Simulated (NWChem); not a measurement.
# the pair C2H2FN···SiNH2Cl, step by step

We compute the energy (singlet C2H4ClFN2Si, PBE0-D2/STO-3G), then the energy (singlet C2H2FN, PBE0-D2/STO-3G), then the energy (singlet SiNH2Cl, PBE0-D2/STO-3G), then a single-point energy (singlet C2H2FN, PBE0-D2/STO-3G), then a single-point energy (singlet SiNH2Cl, PBE0-D2/STO-3G) of C2H4ClFN2Si and its partners. 

Program for the calculation: NWChem 7.3.0.

## 1. The molecule

C2H4ClFN2Si has 11 atoms, charge 0, and is taken as a singlet. The two molecules were placed rigidly side by side, at 0.85 times their contact distance; the pair isn't optimised.

Bond lengths: N1–C2 1.148 Å, C2–C3 1.461 Å, C3–F4 1.369 Å, N7–Si8 1.701 Å, Si8–Cl9 2.104 Å, C3–H5 1.094 Å, C3–H6 1.094 Å, N7–H10 1.009 Å, N7–H11 1.010 Å. Some angles: N1–C2–C3 178.6°, C2–C3–F4 110.8°, N7–Si8–Cl9 98.2°, C2–C3–H5 109.3°, C2–C3–H6 109.3°, F4–C3–H5 109.1°, F4–C3–H6 109.1°, Si8–N7–H10 121.0°, Si8–N7–H11 126.0°, H5–C3–H6 109.3°.

## 2. A single-point energy at PBE0-D2/STO-3G (run 1)

work.nw

```
start work
memory stack 880 mb heap 220 mb global 1100 mb

geometry noautosym nocenter noautoz
N     -1.536920    -1.427220     0.385800
C     -0.712320    -0.654720     0.181600
C      0.319580     0.351280    -0.057400
F      1.292680    -0.139320    -0.885500
H      0.771680     0.638380     0.896100
H     -0.134720     1.231580    -0.520600
N     -1.584320     3.107200     0.269710
Si    -2.389100     4.457370     0.918790
Cl    -2.540780     3.788850     2.908340
H     -1.334160     3.070520    -0.707120
H     -1.307550     2.280570     0.779050
end

basis spherical bse
* library STO-3G
end

dft
xc pbe0
disp vdw 2
grid fine
convergence energy 1e-08
maxiter 100
mulliken
print low
end

task dft energy
```

Started as:

```
$ nwchem work.nw > work.out
```

The program printed:

```text
[...]
 d= 0,ls=0.0,diis     1  -1024.6217451790 -1.38D+03  6.24D-02  1.68D+00     1.3
[...]
 d= 0,ls=0.0,diis    11  -1024.8998787236 -1.54D-10  5.41D-07  5.24D-10     7.7
         Total DFT energy =    -1024.899878723640
      One electron energy =    -2125.033882938207
           Coulomb energy =      830.734354847471
    Exchange-Corr. energy =      -85.412845610150
 Nuclear repulsion energy =      354.816681237165
    Dispersion correction =       -0.004186259918
[...]
      Total Density - Mulliken Population Analysis
     ---------------------------------------------
    Atom       Charge   Shell Charges
 -----------   ------   -------------------------------------------------------
    1 N    7     7.17   2.00  1.80  3.37
    2 C    6     5.93   1.99  1.06  2.88
    3 C    6     6.05   1.99  1.18  2.87
    4 F    9     9.08   2.00  1.95  5.13
    5 H    1     0.88   0.88
    6 H    1     0.89   0.89
    7 N    7     7.57   1.99  1.54  4.04
    8 Si  14    13.41   2.00  2.00  5.87  1.80  1.74
    9 Cl  17    17.41   2.00  2.00  5.99  1.99  5.43
   10 H    1     0.81   0.81
[...]
```

Wall time 8.4 s (1 thread of Intel Xeon 6975P-C (Granite Rapids), shared host); peak memory 0.11 GiB.

## 3. C2H2FN: a single-point energy at PBE0-D2/STO-3G (run 2)

c2h2fn.nw

```
start c2h2fn
memory 2200 mb
geometry units atomic noautosym nocenter noautoz
N   -2.90435788  -2.69705492   0.72905634
C   -1.34608971  -1.23724149   0.34317426
C    0.60391867   0.66382299  -0.10847028
F    2.44281117  -0.26327664  -1.67335248
H    1.45826386   1.20636336   1.69338358
H   -0.25458390   2.32734890  -0.98379142
end
basis spherical bse
* library STO-3G
end
dft
xc pbe0
disp vdw 2
grid fine
convergence energy 1e-08
maxiter 100
mulliken
noprint "final vectors analysis"
end
task dft energy
```

Started as:

```
$ nwchem c2h2fn.nw > c2h2fn.out
```

The program printed:

```text
[...]
          Wavefunction type:  closed shell.
          No. of atoms     :     6
          No. of electrons :    30
[...]
          Charge           :     0
          Spin multiplicity:     1
[...]
          AO basis - number of functions:    22
[...]
              XC Information
              --------------
                         PBE0 Method XC Functional
                     Hartree-Fock (Exact) Exchange  0.250
          PerdewBurkeErnzerhof Exchange Functional  0.750
            Perdew 1991 LDA Correlation Functional  1.000 local
           PerdewBurkeErnz. Correlation Functional  1.000 non-local
[...]
 d= 0,ls=0.0,diis     1   -228.3975227265 -3.29D+02  1.16D-01  1.42D+00     0.4
[...]
 d= 0,ls=0.0,diis    10   -228.6161711326 -1.81D-10  1.13D-07  6.17D-12     1.8
         Total DFT energy =     -228.616171132618
      One electron energy =     -512.739667033072
           Coulomb energy =      212.689759244361
    Exchange-Corr. energy =      -28.783200108802
 Nuclear repulsion energy =      100.217958148675
    Dispersion correction =       -0.001021383781
[...]
      Total Density - Mulliken Population Analysis
     ---------------------------------------------
    Atom       Charge   Shell Charges
 -----------   ------   -------------------------------------------------------
    1 N    7     7.18   2.00  1.80  3.38
    2 C    6     5.93   1.99  1.06  2.88
    3 C    6     6.05   1.99  1.18  2.87
    4 F    9     9.08   2.00  1.95  5.13
    5 H    1     0.88   0.88
    6 H    1     0.88   0.88
[...]
```

It took 2.5 s on 1 thread of Intel Xeon 6975P-C (Granite Rapids), shared host; peak memory 0.11 GiB.

## 4. SiNH2Cl: a single-point energy at PBE0-D2/STO-3G (run 3)

job.nw

```
start job
memory stack 880 mb heap 220 mb global 1100 mb
geometry noautosym nocenter noautoz
  N    -1.584320    3.107200    0.269710
  Si   -2.389100    4.457370    0.918790
  Cl   -2.540780    3.788850    2.908340
  H    -1.334160    3.070520   -0.707120
  H    -1.307550    2.280570    0.779050
end
basis spherical bse
  N library STO-3G
  Si library STO-3G
  Cl library STO-3G
  H library STO-3G
end
dft
  xc pbe0
  disp vdw 2
  grid fine
  convergence energy 1e-08
  maxiter 100
  mulliken
  print low
end
task dft energy
```

Started as:

```
$ nwchem job.nw > job.out
```

The program printed:

```text
[...]
 d= 0,ls=0.0,diis     1   -796.2288850347 -9.28D+02  5.81D-02  2.42D-01     0.3
[...]
 d= 0,ls=0.0,diis     7   -796.2857393402 -2.77D-09  9.04D-07  7.98D-11     1.6
         Total DFT energy =     -796.285739340198
      One electron energy =    -1366.547960709239
           Coulomb energy =      495.499778933990
    Exchange-Corr. energy =      -56.627075300224
 Nuclear repulsion energy =      131.390454163068
    Dispersion correction =       -0.000936427794
[...]
      Total Density - Mulliken Population Analysis
     ---------------------------------------------
    Atom       Charge   Shell Charges
 -----------   ------   -------------------------------------------------------
    1 N    7     7.57   1.99  1.54  4.04
    2 Si  14    13.41   2.00  2.00  5.87  1.80  1.75
    3 Cl  17    17.41   2.00  2.00  5.99  1.99  5.44
    4 H    1     0.81   0.81
    5 H    1     0.80   0.80
[...]
```

Wall time 2.2 s (1 thread of Intel Xeon 6975P-C (Granite Rapids), shared host); peak memory 0.11 GiB.

## 5. C2H2FN among ghost functions: the energy at PBE0-D2/STO-3G (with ghost functions) (run 4)

mol.nw

```
start mol
memory stack 880 mb heap 220 mb global 1100 mb

geometry noautosym nocenter noautoz
  N       -1.536920      -1.427220       0.385800
  C       -0.712320      -0.654720       0.181600
  C        0.319580       0.351280      -0.057400
  F        1.292680      -0.139320      -0.885500
  H        0.771680       0.638380       0.896100
  H       -0.134720       1.231580      -0.520600
  bqN     -1.584320     3.107200     0.269710
  bqSi    -2.389100     4.457370     0.918790
  bqCl    -2.540780     3.788850     2.908340
  bqH     -1.334160     3.070520    -0.707120
  bqH     -1.307550     2.280570     0.779050
end

basis spherical bse
  N library STO-3G
  C library STO-3G
  F library STO-3G
  H library STO-3G
  bqN library N STO-3G
  bqSi library Si STO-3G
  bqCl library Cl STO-3G
  bqH library H STO-3G
end

dft
  xc pbe0
  mult 1
  disp vdw 2
  grid fine
  convergence energy 1e-08
  maxiter 100
  mulliken
  print low
end

task dft energy
```

Started as:

```
$ nwchem mol.nw > mol.out
```

The program printed:

```text
[...]
 d= 0,ls=0.0,diis     1   -228.3975568940 -3.29D+02  5.42D-02  1.42D+00     0.8
[...]
 d= 0,ls=0.0,diis    10   -228.6164412342 -1.79D-10  5.60D-08  6.64D-12     7.4
         Total DFT energy =     -228.616441234241
      One electron energy =     -512.728122818557
           Coulomb energy =      212.676547819817
    Exchange-Corr. energy =      -28.781810240417
 Nuclear repulsion energy =      100.217965388371
    Dispersion correction =       -0.001021383455
[...]
      Total Density - Mulliken Population Analysis
     ---------------------------------------------
    Atom       Charge   Shell Charges
 -----------   ------   -------------------------------------------------------
    1 N    7     7.18   2.00  1.80  3.38
    2 C    6     5.93   1.99  1.06  2.88
    3 C    6     6.05   1.99  1.18  2.87
    4 F    9     9.08   2.00  1.95  5.13
    5 H    1     0.88   0.88
    6 H    1     0.88   0.88
    7 X    0     0.00   0.00  0.00  0.00
    8 X    0     0.00   0.00  0.00 -0.00  0.00  0.00
    9 X    0     0.00   0.00  0.00 -0.00  0.00  0.00
   10 X    0     0.00   0.00
[...]
```

Wall time 8.1 s (1 thread of Intel Xeon 6975P-C (Granite Rapids), shared host); peak memory 0.12 GiB.

## 6. SiNH2Cl among ghost functions: a single-point energy at PBE0-D2/STO-3G (with ghost functions) (run 5)

mol.nw

```
start mol
title "ClH2NSi PBE0"
memory 2200 mb
charge 0

geometry units angstroms noautosym nocenter noautoz
  N       -1.584320       3.107200       0.269710
  Si      -2.389100       4.457370       0.918790
  Cl      -2.540780       3.788850       2.908340
  H       -1.334160       3.070520      -0.707120
  H       -1.307550       2.280570       0.779050
  bqN     -1.536920    -1.427220     0.385800
  bqC     -0.712320    -0.654720     0.181600
  bqC      0.319580     0.351280    -0.057400
  bqF      1.292680    -0.139320    -0.885500
  bqH      0.771680     0.638380     0.896100
  bqH     -0.134720     1.231580    -0.520600
end

basis spherical bse
  N library STO-3G
  Si library STO-3G
  Cl library STO-3G
  H library STO-3G
  bqN library N STO-3G
  bqC library C STO-3G
  bqF library F STO-3G
  bqH library H STO-3G
end

dft
  xc pbe0
  mult 1
  disp vdw 2
  grid fine
  convergence energy 1e-08
  iterations 100
  mulliken
  noprint "final vectors analysis"
end

task dft energy
```

Started as:

```
$ nwchem mol.nw > mol.out
```

The program printed:

```text
[...]
          Wavefunction type:  closed shell.
          No. of atoms     :    11
          No. of electrons :    40
[...]
          Charge           :     0
          Spin multiplicity:     1
[...]
          AO basis - number of functions:    47
[...]
              XC Information
              --------------
                         PBE0 Method XC Functional
                     Hartree-Fock (Exact) Exchange  0.250
          PerdewBurkeErnzerhof Exchange Functional  0.750
            Perdew 1991 LDA Correlation Functional  1.000 local
           PerdewBurkeErnz. Correlation Functional  1.000 non-local
[...]
 d= 0,ls=0.0,diis     1   -796.2293890772 -9.28D+02  3.09D-02  2.41D-01     1.3
[...]
 d= 0,ls=0.0,diis     7   -796.2862174359 -2.86D-09  4.87D-07  8.12D-11     5.7
         Total DFT energy =     -796.286217435855
      One electron energy =    -1366.529229376542
           Coulomb energy =      495.479106471545
    Exchange-Corr. energy =      -56.625612266132
 Nuclear repulsion energy =      131.390454163068
    Dispersion correction =       -0.000936427794
[...]
      Total Density - Mulliken Population Analysis
     ---------------------------------------------
    Atom       Charge   Shell Charges
 -----------   ------   -------------------------------------------------------
    1 N    7     7.57   1.99  1.54  4.03
    2 Si  14    13.41   2.00  2.00  5.87  1.80  1.75
    3 Cl  17    17.41   2.00  2.00  5.99  1.99  5.44
    4 H    1     0.81   0.81
    5 H    1     0.80   0.80
    6 X    0    -0.00   0.00  0.00 -0.00
    7 X    0     0.00   0.00  0.00  0.00
    8 X    0     0.00   0.00  0.00  0.00
    9 X    0     0.00   0.00  0.00  0.00
   10 X    0     0.00   0.00
[...]
```

Run time: 6.3 s. Hardware: 1 thread of Intel Xeon 6975P-C (Granite Rapids), shared host; peak memory 0.11 GiB.

## 7. Summary of results

| quantity | value |
| --- | --- |
| run 1, PBE0-D2/STO-3G: total energy | -1024.89988 Eh |
| run 1, PBE0-D2/STO-3G: dispersion energy | -10.99 kJ/mol |
| C2H2FN: total energy | -228.61617 Eh |
| C2H2FN: dipole moment | 2.61 D |
| C2H2FN: dispersion energy | -2.68 kJ/mol |
| SiNH2Cl: total energy | -796.28574 Eh |
| SiNH2Cl: dispersion energy | -2.46 kJ/mol |
| C2H2FN among ghost functions: total energy | -228.61644 Eh |
| C2H2FN among ghost functions: dispersion energy | -2.68 kJ/mol |
| SiNH2Cl among ghost functions: total energy | -796.28622 Eh |
| SiNH2Cl among ghost functions: dipole moment | 3.72 D |
| SiNH2Cl among ghost functions: dispersion energy | -2.46 kJ/mol |
| interaction energy of the rigid parts C2H2FN and SiNH2Cl (parts in their own basis; closest atoms 2.04 Å apart) | 0.055 eV |
| interaction energy of the rigid parts C2H2FN and SiNH2Cl (parts in the whole basis, counterpoise; closest atoms 2.04 Å apart) | 0.076 eV |

What this shows: The interaction energy of the rigid parts C2H2FN and SiNH2Cl (parts in their own basis; closest atoms 2.04 Å apart) is 0.06 eV (1.3 kcal/mol): the parts repel at this shape. Without counterpoise this holds the superposition error of the basis. The interaction energy of the rigid parts C2H2FN and SiNH2Cl (parts in the whole basis, counterpoise; closest atoms 2.04 Å apart) is 0.08 eV (1.7 kcal/mol): the parts repel at this shape. The basis-set superposition error is 2.0 kJ/mol. Mulliken charges (run 1, PBE0-D2/STO-3G) run from -0.57 on N7 to +0.59 on Si8. Mulliken charges (C2H2FN) run from -0.18 on N1 to +0.12 on H5; they depend strongly on the basis. Mulliken charges (SiNH2Cl) run from -0.57 on N1 to +0.59 on Si2.
